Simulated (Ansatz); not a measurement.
# Cl2GeH2O: the cost of one run

Method: RHF/def2-SVP, in Ansatz 0.2.0.

## 1. The starting structure

Bond lengths: Ge1–Cl2 2.220 Å, Ge1–O3 1.770 Å, O3–H4 1.010 Å, Ge1–H5 1.549 Å, Ge1–Cl6 2.218 Å. Angles: Cl2–Ge1–O3 109.4°, Cl2–Ge1–H5 109.5°, Cl2–Ge1–Cl6 109.5°, O3–Ge1–H5 109.5°, O3–Ge1–Cl6 109.5°, H5–Ge1–Cl6 109.5°, Ge1–O3–H4 109.5°.

Structure file:

```xyz
6

Ge    0.0000    0.0000    0.0000
Cl    0.0000    0.0000    2.2200
O     1.6691    0.0000   -0.5894
H     1.9855   -0.9521   -0.7061
H    -0.7300    1.2648   -0.5162
Cl   -1.0456   -1.8115   -0.7393
```

## 2. Preparing the start

input.yaml

```yaml
crystal:
  periodic: [false, false, false]
  atoms:
    - { symbol: Ge, position_ang: [0.0, 0.0, 0.0] }
    - { symbol: Cl, position_ang: [0.0, 0.0, 2.22] }
    - { symbol: O, position_ang: [1.6691, 0.0, -0.5894] }
    - { symbol: H, position_ang: [1.9855, -0.9521, -0.7061] }
    - { symbol: H, position_ang: [-0.73, 1.2648, -0.5162] }
    - { symbol: Cl, position_ang: [-1.0456, -1.8115, -0.7393] }
basis:
  gaussian: { orbitals: def2-SVP }
hamiltonian:
  xc: hf
relax:
  f_tol: 0.02
  max_steps: 40
```

Launch:

```
$ ansatz run input.yaml --threads 1 --pin off --max-ram 2048MiB --backend cpu --events-out ev --progress --plain --runs-dir out
```

**Question.** How long does this run take on 1 thread of Arm Neoverse V1, shared host, and how much memory does it need?

About 15 s, with a peak of 0.19 GiB.
